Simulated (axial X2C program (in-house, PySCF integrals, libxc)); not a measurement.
# Linear FMoF at several levels

The task here is to estimate one member of a computed series from the others.

The runs use an in-house X2C program for linear molecules on PySCF integrals; all-electron X2C, two-component (2c) or spin-free, F dyall-av3z, Mo dyall-v3z.

All values are calculated.

2 further runs of the same task are left out: 2 set aside as unsound or not needed.

Set-up of the first run:

Input file task.json:

```json
{"zs": [9, 42, 9], "q": 0, "bas": ["dyall-av3z", "dyall-v3z", "dyall-av3z"], "r0": [2.02, 2.02], "symm": 1, "scan": ["PBE0", "HF", "B3LYP"], "levels": ["PBE0", "HF", "BHandHLYP"], "nst": 2}
```

Keys: zs atomic numbers; q charge; bas basis sets; r0 starting distance in Å; symm equal bonds; scan levels of the two-bond scan (MP2 follows by itself at each HF point); levels methods; nst determinants followed.

On the command line:

```console
> python solin.py task.json out
```

Masses F 18.998, Mo 97.905, F 18.998 u.

Steps of the session up to this table: Scan at PBE0, 2c; Scan at HF, 2c; Scan at B3LYP, 2c.

One table of the session follows, with a row left open; its other results are not shown here.

```
           level  r(F–Mo) (Å)  r(Mo–F) (Å)  lower stretch (cm⁻¹)  upper stretch (cm⁻¹)
        PBE0, 2c        1.890        1.890                 619.2                 668.5
          HF, 2c        1.915        1.915                 602.3                 658.0
       B3LYP, 2c        1.903        1.903                 611.5                 657.6
         MP2, 2c        1.892        1.892                 622.2                 666.0
 PBE0, spin-free        1.890        1.890                 619.4                 668.6
   HF, spin-free        1.915        1.915                 602.6                 658.2
B3LYP, spin-free        1.903        1.903                 611.9                 657.6
  MP2, spin-free            ?            ?                     ?                     ?
```

**Question.** Estimate the row for MP2, spin-free.

The run gave: r(F–Mo) (Å): 1.892; r(Mo–F) (Å): 1.892; lower stretch (cm⁻¹): 622.5; upper stretch (cm⁻¹): 666.2.

Scans not shown above were run alike.

Caveats from the session: The molecule was held linear; bending was not examined, so a bent shape may lie lower. Note: functional without a current term on a determinant with orbital currents, of the molecule or an atom.
